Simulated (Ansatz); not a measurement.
# CsGdS2: a single-point run

Wanted: a converged single-point run for CsGdS2, and a check of what comes out. The structure is shown as the input types it.

Method: DFT, LDA, all-electron LAPW, scalar-relativistic, in Ansatz 0.2.0.

## 1. The system as given

It takes space group R-3m (No. 166, trigonal). The conventional cell has a = 4.117 Å, b = 4.117 Å, c = 24.041 Å, α = 90.00°, β = 90.00°, γ = 120.00°. Around Cs (site symmetry -3m) lie 6 S at 3.38 Å. Around Gd (site symmetry -3m) lie 6 S at 2.87 Å. Around S (site symmetry 3m) lie 3 Gd at 2.87 Å and 3 Cs at 3.38 Å.

As a file:

```cif
data_structure
_symmetry_space_group_name_H-M 'R-3m:H'
_symmetry_Int_Tables_number 166
_cell_length_a 4.1172
_cell_length_b 4.1172
_cell_length_c 24.0408
_cell_angle_alpha 90.000
_cell_angle_beta 90.000
_cell_angle_gamma 120.000
_cell_volume 352.93
loop_
_atom_site_label
_atom_site_type_symbol
_atom_site_symmetry_multiplicity
_atom_site_Wyckoff_symbol
_atom_site_fract_x
_atom_site_fract_y
_atom_site_fract_z
_atom_site_occupancy
Cs1 Cs 3 a 0.00000 0.00000 0.00000 1
Gd1 Gd 3 b 0.66667 0.33333 0.83333 1
S1 S 6 c 0.33333 0.66667 0.90027 1
```

## 2. Input and run

Input file input.yaml:

```yaml
crystal:
  lattice:
    - [2.05862, 1.1885448112, 8.0136]
    - [-2.05862, 1.1885448112, 8.0136]
    - [0.0, -2.3770896223, 8.0136]
  atoms:
    - { symbol: Cs, position: [0.0, 0.0, 0.0] }
    - { symbol: Gd, position: [0.5, 0.5, 0.5], spin: 7.0 }
    - { symbol: S, position: [0.2336, 0.2336, 0.2336] }
    - { symbol: S, position: [0.7664, 0.7664, 0.7664] }
magnetization:
  spin_polarized: true
kpoints:
  mp_grid: { grid: [1, 1, 1] }
scf:
  occupations: { method: fermi_dirac, width: 0.05 }
  max_iter: 75
hamiltonian:
  xc: lda
  pseudopotentials: { kind: all_electron, lapw: { basis_error: 0.001 } }
output:
  forces: true
  stress: true
  eigenvalues: true
  populations: true
```

Started as:

```console
$ ansatz run input.yaml --threads 2 --pin off --max-ram 6144MiB --backend cpu --events-out ev --progress --plain --runs-dir out
```

What happens when this is run?

The program finished normally, with warnings (stability check not made). It gives a largest force of 2.8 eV/Å, which is large; a structure far from rest gives such values too, whatever the setting.

Look at the input: kpoints.mp_grid.grid is [1, 1, 1]. Band dispersion is ignored when only one k-point is used.

The test: set kpoints.mp_grid.grid to [10, 10, 10].
